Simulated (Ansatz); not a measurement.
# ZnNi₃, space group Pm-3m: cell relaxations under several functionals

Program: the Python package of Ansatz (0.2.0).

At the Python prompt:
```pycon
>>> import warnings
>>> import ansatz as az
>>> import numpy as np
>>> config = {
...     'cutoff': 470,
...     'k_length': 24,
...     'occupations': 'fermi_dirac',
...     'sigma': 0.1,
... }
>>> def edges_and_angles(cell):
...     cell = np.asarray(cell)
...     a, b, c = np.linalg.norm(cell, axis=1)
...     cosines = cell[1] @ cell[2] / (b * c), cell[0] @ cell[2] / (a * c), cell[0] @ cell[1] / (a * b)
...     return (a, b, c, *np.degrees(np.arccos(cosines)))
...
>>> warnings.simplefilter('ignore', az.DeckWarning)
>>> system = (
...     az.Lattice.from_parameters(3.531467, 3.531467, 3.531467, alpha=90.0, beta=90.0, gamma=90.0)
...     .atom('Zn', [0.0, 0.0, 0.0])
...     .atom('Ni', [0.0, 0.5, 0.5])
...     .atom('Ni', [0.5, 0.0, 0.5])
...     .atom('Ni', [0.5, 0.5, 0.0])
...     .moments(Ni=1.5)
... )
>>> len(system.resolved().sites)
4
>>> job = system.calculation()
>>> job = job.basis(config['cutoff'])
>>> job = job.kpoints(length=config['k_length'])
>>> job = job.occupations(config['occupations'], width=config['sigma']).spin('collinear')
>>> job = job.relax(cell=True)
>>> levels = [('pbesol', 'd3bj'), ('pbesol', 'none'), ('lda', 'none')]
>>> print('level            a       b       c    alpha   beta  gamma  V/atom  steps')
level            a       b       c    alpha   beta  gamma  V/atom  steps
>>> for name, dispersion in levels:
...     seen = []
...     run = job.functional(name, dispersion=dispersion).session().plan()
...     out = run.execute(on_event=lambda e: seen.append(e) if e['event'] == 'relax_step' else None)
...     cell = out.lattice.cell_ang
...     label = name if dispersion == 'none' else f'{name}+{dispersion}'
...     print('{:13s} {:7.4f} {:7.4f} {:7.4f} {:6.2f} {:6.2f} {:6.2f}'.format(label, *edges_and_angles(cell)), f'{abs(np.linalg.det(cell)) / len(out.lattice.sites):7.3f} {len(seen):5d}')
...
pbesol+d3bj    3.4834  3.4834  3.4834  90.00  90.00  90.00  10.567     5
pbesol         3.5209  3.5209  3.5209  90.00  90.00  90.00  10.912     4
lda            3.4782  3.4782  3.4782  90.00  90.00  90.00  10.519     5
```

From smallest to largest: LDA (10.52 Å³ an atom, -4.5 % against the start), PBEsol+D3BJ (10.57 Å³ an atom, -4.0 % against the start) and PBEsol (10.91 Å³ an atom, -0.9 % against the start). The spread is 3.7 % in volume.

What to keep in mind:
- Other magnetic orders than the one started from may lie lower.
- Forces vanish by symmetry, so the ions can't move, and the end may be a saddle.
- Dispersion corrections can be off by several per cent in the lattices of metals, and by several GPa in the pressure at a fixed cell.
- The mesh is modest for a metal, so energies can be off by several to tens of meV an atom and pressures by half a GPa or more; differences at equal mesh fare better.
- The structure comes from a database of computed cells and needn't be a stable or known phase.
- Finished in 110 s on 1 thread of Arm Neoverse V2, with other jobs on the host, peak memory 0.48 GiB.
